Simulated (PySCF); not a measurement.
**MP2/ANO-RCC-VTZP (sfX2C) run of [AlF4]− (fluoroaluminate)**

Aim: the vertical ionisation energy of [AlF4]− (fluoroaluminate) at MP2/ANO-RCC-VTZP (sfX2C), from 2 runs. Input form: a Python script.

The results are computed with PySCF 2.14.0.

## (1) The system as given

The species is [AlF4]− (5 atoms), meant as a singlet with charge -1. SMILES: `[F][Al-]([F])([F])[F]`. Geometry: relaxed at PBE0-D4/def2-TZVPD.

Bond lengths: F1–Al2 1.689 Å, Al2–F3 1.689 Å, Al2–F4 1.689 Å, Al2–F5 1.689 Å. Angles: F1–Al2–F3 109.5°, F1–Al2–F4 109.5°, F1–Al2–F5 109.5°, F3–Al2–F4 109.5°, F3–Al2–F5 109.5°, F4–Al2–F5 109.5°.

## (2) A single-point energy at MP2/ANO-RCC-VTZP (sfX2C)

input.py reads:

```python
from pyscf import gto, scf, mp

mol = gto.M(
    atom='''
F     -0.101500    -0.294000     1.660000
Al     0.000000     0.000000     0.000000
F     -1.343000     0.895800    -0.496200
F      0.034500    -1.469900    -0.831000
F      1.409900     0.868100    -0.332800
''',
    basis='ano-rcc-vtzp',
    max_memory=1860,
    verbose=3,
    charge=-1,
)

mf = scf.RHF(mol)
mf = mf.x2c()
mf.conv_tol = 1e-10
mf.kernel()
if not mf.converged:
    mf = mf.newton().run(mf.mo_coeff, mf.mo_occ)

pt = mp.MP2(mf, frozen=9).run()
e_tot = pt.e_tot
print(f'total energy: {e_tot:.8f} hartree')
```

On the command line:

```
$ OMP_NUM_THREADS=1 python input.py
```

Log:

```text
converged SCF energy = -641.058676663238
E(RMP2) = -642.166439622958  E_corr = -1.1077629597203
E(SCS-RMP2) = -642.131821699636  E_corr = -1.07314503639766
total energy: -642.16643962 hartree
```

Wall time 48 s (1 thread of Arm Neoverse V1, shared host); peak memory 0.88 GiB.

## (3) Doublet neutral AlF4

calc.py reads:

```python
from pyscf import gto, mp

mol = gto.Mole()
mol.atom = [
    ('F', (-0.101500, -0.294000, 1.660000)),
    ('Al', (-0.000000, 0.000000, 0.000000)),
    ('F', (-1.343000, 0.895800, -0.496200)),
    ('F', (0.034500, -1.469900, -0.831000)),
    ('F', (1.409900, 0.868100, -0.332800)),
]
mol.verbose = 4
mol.max_memory = 1860
mol.basis = 'ano-rcc-vtzp'
mol.charge = 0
mol.spin = 1
mol.build()

myscf = mol.UHF()
myscf = myscf.sfx2c1e()
myscf.conv_tol = 1e-10
myscf.kernel()
if not myscf.converged:
    myscf = myscf.newton().run(myscf.mo_coeff, myscf.mo_occ)

pt = mp.MP2(myscf, frozen=9).run()
etot = pt.e_tot
print('Final energy', etot)
```

On the command line:

```
$ OMP_NUM_THREADS=1 python calc.py
```

Log:

```text
PySCF version 2.14.0

[INPUT] num. atoms = 5
[INPUT] num. electrons = 49
[INPUT] charge = 0
[INPUT] spin (= nelec alpha-beta = 2S) = 1
[INPUT] symmetry False subgroup None
[INPUT] Mole.unit = angstrom
[INPUT] Symbol           X                Y                Z      unit          X                Y                Z       unit  Magmom
[INPUT]  1 F     -0.101500000000  -0.294000000000   1.660000000000 AA   -0.191807201643  -0.555579480622   3.136945366778 Bohr   0.0
[INPUT]  2 Al     0.000000000000   0.000000000000   0.000000000000 AA    0.000000000000   0.000000000000   0.000000000000 Bohr   0.0
[INPUT]  3 F     -1.343000000000   0.895800000000  -0.496200000000 AA   -2.537902185291   1.692816662385  -0.937682103009 Bohr   0.0
[INPUT]  4 F      0.034500000000  -1.469900000000  -0.831000000000 AA    0.065195551297  -2.777708430498  -1.570362409514 Bohr   0.0
[INPUT]  5 F      1.409900000000   0.868100000000  -0.332800000000 AA    2.664324863024   1.640471248735  -0.628900854255 Bohr   0.0

nuclear repulsion = 239.890506147188
number of shells = 20
number of NR pGTOs = 427
number of NR cGTOs = 154
basis = ano-rcc-vtzp
ecp = {}

******** <class 'pyscf.x2c.sfx2c1e.sfX2C1eUHF'> ********
method = sfX2C1eUHF
initial guess = minao
damping factor = 0
level_shift factor = 0
DIIS = <class 'pyscf.scf.diis.CDIIS'>
diis_start_cycle = 1
diis_space = 8
diis_damp = 0
SCF conv_tol = 1e-10
SCF conv_tol_grad = None
SCF max_cycles = 50
direct_scf = True
direct_scf_tol = 1e-13
number electrons alpha = 25  beta = 24

******** <class 'pyscf.x2c.sfx2c1e.SpinFreeX2CHelper'> ********
approx = 1e
xuncontract = 1
Set gradient conv threshold to 1e-05
init E= -640.504291651013
[... the frontier-level lines of each cycle are left out ...]


cycle= 1 E= -640.622710829013  delta_E= -0.118  |g|= 0.482  |ddm|= 1.99
cycle= 2 E= -640.695444248181  delta_E= -0.0727  |g|= 0.289  |ddm|= 0.542
cycle= 3 E= -640.71917042968  delta_E= -0.0237  |g|= 0.0544  |ddm|= 0.153
cycle= 4 E= -640.722095748452  delta_E= -0.00293  |g|= 0.0237  |ddm|= 0.07
cycle= 5 E= -640.723059673714  delta_E= -0.000964  |g|= 0.0178  |ddm|= 0.048
cycle= 6 E= -640.723575871985  delta_E= -0.000516  |g|= 0.0153  |ddm|= 0.0306
cycle= 7 E= -640.724084542427  delta_E= -0.000509  |g|= 0.0192  |ddm|= 0.0296
cycle= 8 E= -640.722813341916  delta_E= 0.00127  |g|= 0.0106  |ddm|= 0.0948
cycle= 9 E= -640.722599757222  delta_E= 0.000214  |g|= 0.00349  |ddm|= 0.0642
cycle= 10 E= -640.722633765124  delta_E= -3.4e-05  |g|= 0.00427  |ddm|= 0.0132
[... cycles 11 to 31 left out ...]
cycle= 32 E= -640.722630276889  delta_E= 7.59e-11  |g|= 3.99e-05  |ddm|= 3.2e-05
cycle= 33 E= -640.722630276547  delta_E= 3.42e-10  |g|= 3.93e-05  |ddm|= 0.000144
cycle= 34 E= -640.722630275936  delta_E= 6.12e-10  |g|= 3.68e-05  |ddm|= 0.000362
cycle= 35 E= -640.722630276911  delta_E= -9.76e-10  |g|= 4.11e-05  |ddm|= 5.96e-05
cycle= 36 E= -640.722630271694  delta_E= 5.22e-09  |g|= 2.48e-05  |ddm|= 0.000734
cycle= 37 E= -640.722630271851  delta_E= -1.57e-10  |g|= 1.5e-05  |ddm|= 0.000137
cycle= 38 E= -640.722630272976  delta_E= -1.12e-09  |g|= 1.03e-05  |ddm|= 0.00017
cycle= 39 E= -640.722630274201  delta_E= -1.23e-09  |g|= 8.94e-06  |ddm|= 0.000217
cycle= 40 E= -640.722630274522  delta_E= -3.2e-10  |g|= 6.3e-06  |ddm|= 0.000109
cycle= 41 E= -640.722630274618  delta_E= -9.61e-11  |g|= 3.99e-06  |ddm|= 4.95e-05
Extra cycle  E= -640.722630274656  delta_E= -3.83e-11  |g|= 3.77e-06  |ddm|= 8.59e-06
converged SCF energy = -640.722630274656  <S^2> = 0.81809707  2S+1 = 2.0669756

******** <class 'pyscf.mp.ump2.UMP2'> ********
nocc = (np.int64(16), np.int64(15)), nmo = (145, 145)
frozen orbitals 9
E(UMP2) = -641.832912713385  E_corr = -1.11028243872913
E(SCS-UMP2) = -641.792452175983  E_corr = -1.06982190132744
E_corr(same-spin) = -0.302904259785596
E_corr(oppo-spin) = -0.807378178943536
Final energy -641.832912713385
```

Run time: 5.4 min. Hardware: 1 thread of Arm Neoverse V1, shared host; peak memory 1.2 GiB.

## (4) Summary of results

Level: MP2/ANO-RCC-VTZP (sfX2C), 9 core orbitals frozen.

| quantity | value |
| --- | --- |
| singlet [AlF4]−: total energy | -642.16644 Eh |
| singlet [AlF4]−: HOMO energy (Hartree–Fock orbitals) | -10.85 eV |
| singlet [AlF4]−: LUMO energy (Hartree–Fock orbitals) | 8.25 eV |
| singlet [AlF4]−: HOMO–LUMO gap (to an unbound level, set by the basis) | 19.11 eV |
| singlet [AlF4]−: correlation energy (9 core orbitals frozen) | -1107.8 mEh |
| doublet neutral AlF4: total energy | -641.83291 Eh |
| doublet neutral AlF4: dipole moment (Hartree–Fock density) | 2.17 D |
| doublet neutral AlF4: HOMO energy (Hartree–Fock orbitals) (highest over α and β) | -14.15 eV |
| doublet neutral AlF4: LUMO energy (Hartree–Fock orbitals) (lowest over α and β) | -7.56 eV |
| doublet neutral AlF4: correlation energy (9 core orbitals frozen) | -1110.3 mEh |
| doublet neutral AlF4: ⟨S²⟩ of the reference determinant | 0.818 |
| vertical detachment energy (to the doublet neutral) | 9.076 eV |

Removing an electron at fixed nuclei costs 9.08 eV (209 kcal/mol). Mulliken charges (singlet [AlF4]−) of the mean-field density run from -0.58 on F1 to +1.31 on Al2.
